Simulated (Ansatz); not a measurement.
Which YAML input does this script hand to the engine? (the Python package of Ansatz (0.2.0))

`deck.py`
```python
# -*- coding: utf-8 -*-
"""CH7BFNSi through the session interface."""

import ansatz

deck = {
    "crystal": {
        "periodic": [False, False, False],
        "atoms": [
            {"symbol": "N", "position_ang": [-1.8637, 1.0755, 0.1796]},
            {"symbol": "B", "position_ang": [-0.4186, 0.9486, -0.0387]},
            {"symbol": "F", "position_ang": [0.4662, 1.9584, 0.4437]},
            {"symbol": "C", "position_ang": [0.2168, -0.3036, -0.8226]},
            {"symbol": "Si", "position_ang": [1.2397, -1.3328, 0.2898]},
            {"symbol": "H", "position_ang": [-2.1772, 2.0531, -0.258]},
            {"symbol": "H", "position_ang": [-2.0444, 1.2026, 1.2009]},
            {"symbol": "H", "position_ang": [-0.6631, -0.9287, -1.1715]},
            {"symbol": "H", "position_ang": [0.7333, 0.0406, -1.6557]},
            {"symbol": "H", "position_ang": [1.745, -2.4937, -0.4031]},
            {"symbol": "H", "position_ang": [0.4517, -1.7772, 1.4932]},
            {"symbol": "H", "position_ang": [2.3913, -0.4979, 0.7763]},
        ],
    },
    "basis": {"gaussian": {"orbitals": "def2-SVP", "nuclear_model": "point"}},
    "hamiltonian": {"xc": "hf"},
}
session = ansatz.Session.from_dict(deck)
report = session.plan(threads=1).execute().report

print(f"E = {report['free_energy_ev']:.6f} eV = {report['free_energy_ev'] / 27.211386246:.7f} Ha")
print("converged:", report["converged"], " doubts:", report["published_state_doubts"] or "none")
symbols = ["N", "B", "F", "C", "Si", "H", "H", "H", "H", "H", "H", "H"]
state = report["mean_field"]["state"]
print(f"mean field: {state['energy']['hartree']:.7f} Ha, <S^2> = {abs(state['spin_squared']):.4f}, stability: {state.get('stability', {}).get('kind')}")
```

Output of `python deck.py`:
```text
E = -13857.735129 eV = -509.2623729 Ha
converged: True  doubts: none
mean field: -509.2623729 Ha, <S^2> = 0.0000, stability: minimum
```

`input.yaml`:
```yaml
crystal:
  periodic: [false, false, false]
  atoms:
    - { symbol: "N", position_ang: [-1.8637, 1.0755, 0.1796] }
    - { symbol: B, position_ang: [-0.4186, 0.9486, -0.0387] }
    - { symbol: F, position_ang: [0.4662, 1.9584, 0.4437] }
    - { symbol: C, position_ang: [0.2168, -0.3036, -0.8226] }
    - { symbol: Si, position_ang: [1.2397, -1.3328, 0.2898] }
    - { symbol: H, position_ang: [-2.1772, 2.0531, -0.258] }
    - { symbol: H, position_ang: [-2.0444, 1.2026, 1.2009] }
    - { symbol: H, position_ang: [-0.6631, -0.9287, -1.1715] }
    - { symbol: H, position_ang: [0.7333, 0.0406, -1.6557] }
    - { symbol: H, position_ang: [1.745, -2.4937, -0.4031] }
    - { symbol: H, position_ang: [0.4517, -1.7772, 1.4932] }
    - { symbol: H, position_ang: [2.3913, -0.4979, 0.7763] }
basis:
  gaussian: { orbitals: def2-SVP, nuclear_model: point }
hamiltonian:
  xc: hf
```

On the command line:
```console
$ ansatz run input.yaml --threads 1 --pin off --max-ram 4096MiB --backend cpu --events-out ev --progress --plain --runs-dir out
Engine: ansatz 0.2.0, aarch64-unknown-linux-gnu
Functional definition: HF
  exchange = exact_x
  correlation = 0
1430 factors; their error is unknown
mean field evaluation 1: about -13853.7573 eV, gradient 3.8e1 eV
mean field evaluation 2: about -13856.6859 eV, gradient 1.8e1 eV
mean field evaluation 4: about -13857.3364 eV, gradient 8.4e-1 eV
mean field evaluation 8: about -13857.7348 eV, gradient 3.7e-1 eV
mean field -13857.73512929 eV, -509.2623728911 hartree, gradient 3.3e-5 eV, S^2 0.000000; 0 other end points of the search recorded, 0 dependent functions left out
reference -13857.73512929 eV, -509.2623728911 hartree; 24, 24 occupied and 85, 85 virtual orbitals, 1430 factors
Total energy: -13857.73512929 eV, -509.2623728911 hartree
```

Notes:
- The settings weren't tested for convergence.
- The geometry is a force-field or estimated start, not a minimum of this method, and the basis set is short of its limit.
- The whole script took 1 s on 1 thread of Arm Neoverse V1, on a shared host, peak memory 0.23 GiB.

(A comment or docstring line of the script was reworded after the run, the code is as it ran; lines on the test bed's own set-up are left out of the output.)
